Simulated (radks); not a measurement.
**Fractional charge and spin in the 5p shell of rhenium**

The task here is to estimate one member of a computed series from the others.

Method: scalar-relativistic Kohn-Sham, r2SCAN, spin-polarised, spherical densities, finite nucleus. Code: radks (a radial shooting solver on a logarithmic mesh, Libxc functionals) version 1.

## The atom as given

```
element            : rhenium (Z = 75)
configuration      : [Kr] 4d10 4f14 5s2 5d(up 2.5, down 2.5) 5p(up 3, down 3)
nuclear rms radius : 5.3698 fm
```

A shell typed twice in an input gives spin up, then spin down.

Set-up of the first run:

Settings of this run:

```text
Z 75
configuration [Kr] 4d10 4f14 5s2 5d2.5 5d2.5 5p3 5p3
relativity scalar-relativistic
functional r2scan,r2scan
spin polarised
nucleus finite rms 5.3698 fm
c 137.035999084
```

Steps of the session up to this table: 5p: up 3, down 3.

One of the session's tables, all rows but one given; the rest of the session is left out.

It belongs to the step «5p: up 3, down 3». Radial moments (bohr):

```
level     <r>  outermost maximum (interpolated)  90 % within  nodes
   3d  0.1793                             0.147        0.278      0
   4s  0.4406                             0.413        0.632      3
   4p  0.4683                             0.433        0.680      2
   4d  0.4999                             0.443        0.748      1
   5s   1.040                             0.939         1.49      4
   5p   1.207                              1.06         1.76      3
   4f  0.5802                             0.418        0.954      0
   5d       ?                                 ?            ?      ?
```

**Question.** Estimate the row for 5d.

**Answer.** <r>: 1.767; outermost maximum (interpolated): 1.40; 90 % within: 2.73; nodes: 2. In the column «<r>» it is the highest.
